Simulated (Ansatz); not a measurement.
# CH7AlSiSn: a ladder of functionals and wavefunction methods

One table from this session's results is given with a row withheld; the runs are named, their logs left out.

Computed with Ansatz 0.2.0, Gaussian basis. Level: functionals in def2-TZVPP, the program's frozen cores in correlated methods.

Levels to be run: PBE-D4, r2SCAN-D4, PBE0-D4, B3LYP-D4, ωB97X-V, ωB97M-V, B2PLYP; CCSD(T)/def2-TZVPP; MP2/def2-QZVPP; extrapolation to the limit.

## The relaxed structure

The geometry comes from an earlier relaxation with PBE0-D4 in a triple-zeta def2 set; it is a stationary point, not always the lowest conformer. Sn takes the def2 core potential; no spin-orbit term is included.

SMILES `C[SiH]1[AlH][SnH2]1`, 11 atoms, charge 0, spin multiplicity 1.

Atoms are counted from 1 here; the program's logs count them from 0.

Bond lengths: C1–Si2 1.881 Å, C1–H5 1.092 Å, C1–H6 1.093 Å, C1–H7 1.091 Å, Si2–Al3 2.383 Å, Si2–Sn4 2.640 Å, Si2–H8 1.500 Å, Al3–Sn4 2.639 Å, Al3–H9 1.590 Å, Sn4–H10 1.717 Å, Sn4–H11 1.708 Å. Angles: Si2–C1–H5 110.3°, Si2–C1–H6 110.2°, Si2–C1–H7 110.8°, H5–C1–H6 108.5°, H5–C1–H7 108.6°, H6–C1–H7 108.4°, C1–Si2–Al3 138.6°, C1–Si2–Sn4 136.7°, C1–Si2–H8 111.0°, Al3–Si2–Sn4 63.2°, Al3–Si2–H8 102.1°, Sn4–Si2–H8 91.8°, Si2–Al3–Sn4 63.2°, Si2–Al3–H9 147.7°, Sn4–Al3–H9 138.5°, Si2–Sn4–Al3 53.7°, Si2–Sn4–H10 123.2°, Si2–Sn4–H11 112.0° and more.

As a file:

| atom | x (Å) | y (Å) | z (Å) |
| --- | --- | --- | --- |
| C1 | -1.4255 | 1.5835 | -0.1651 |
| Si2 | -0.5138 | -0.0042 | 0.2657 |
| Al3 | 1.2392 | -0.7239 | 1.7112 |
| Sn4 | 1.3910 | -1.4799 | -0.8131 |
| H5 | -1.9499 | 1.4732 | -1.1169 |
| H6 | -2.1590 | 1.8193 | 0.6101 |
| H7 | -0.7295 | 2.4197 | -0.2467 |
| H8 | -1.4563 | -1.1706 | 0.3106 |
| H9 | 2.2231 | -0.3719 | 2.9103 |
| H10 | 2.6895 | -0.8221 | -1.7237 |
| H11 | 0.7566 | -2.7797 | -1.7218 |

The first run:

Input file in.yaml:

```yaml
crystal:
  periodic: [false, false, false]
  atoms:
    - {symbol: C, position_ang: [-1.425538, 1.583485, -0.165119]}
    - {symbol: Si, position_ang: [-0.513780, -0.004225, 0.265673]}
    - {symbol: Al, position_ang: [1.239250, -0.723947, 1.711232]}
    - {symbol: Sn, position_ang: [1.390969, -1.479939, -0.813096]}
    - {symbol: H, position_ang: [-1.949878, 1.473229, -1.116872]}
    - {symbol: H, position_ang: [-2.158987, 1.819251, 0.610117]}
    - {symbol: H, position_ang: [-0.729540, 2.419657, -0.246716]}
    - {symbol: H, position_ang: [-1.456289, -1.170580, 0.310578]}
    - {symbol: H, position_ang: [2.223064, -0.371919, 2.910329]}
    - {symbol: H, position_ang: [2.689537, -0.822131, -1.723661]}
    - {symbol: H, position_ang: [0.756593, -2.779680, -1.721767]}
basis:
  gaussian: {orbitals: def2-TZVPP}
hamiltonian: {xc: pbe, dispersion: d4}
output: {forces: true, orbitals: {seedname: orbitals}}
```

The run is started by

```
$ ansatz run in.yaml --threads 4 --pin off --events-out ev --progress --plain --max-ram 10444MiB
```

Steps of the session up to this table: PBE-D4 (GGA); r2SCAN-D4 (meta-GGA); PBE0-D4 (hybrid); B3LYP-D4 (hybrid); ωB97X-V (range-separated); ωB97M-V (range-separated); B2PLYP (double hybrid); CCSD(T) in def2-TZVPP; MP2 in def2-QZVPP.

One of the session's tables, all rows but one given; the rest of the session is left out.

| method | atomisation energy (kJ/mol) |
| --- | --- |
| PBE-D4 | 3135.8 |
| r2SCAN-D4 | 3144.8 |
| PBE0-D4 | 3117.0 |
| B3LYP-D4 | 3108.4 |
| ωB97X-V | 3148.9 |
| ωB97M-V | 3117.9 |
| B2PLYP | 3065.1 |
| HF/def2-TZVPP | 2276.3 |
| MP2/def2-TZVPP | 3031.0 |
| CCSD/def2-TZVPP | 3012.9 |
| CCSD(T)/def2-TZVPP | ? |
| MP2/CBS | 3117.6 |
| CCSD(T)/CBS | 3145.9 |

Estimate the missing values for CCSD(T)/def2-TZVPP.

**Answer.** atomisation energy (kJ/mol): 3059.2. In the column «atomisation energy (kJ/mol)» it lies between MP2/def2-TZVPP (3031.0) and B2PLYP (3065.1).

To keep in mind: Free atoms (1 C, 1 Si, 1 Al, 1 Sn, 7 H) were run apart at each level; the atomisation energy is their sum less the molecule, without zero-point or spin-orbit terms.
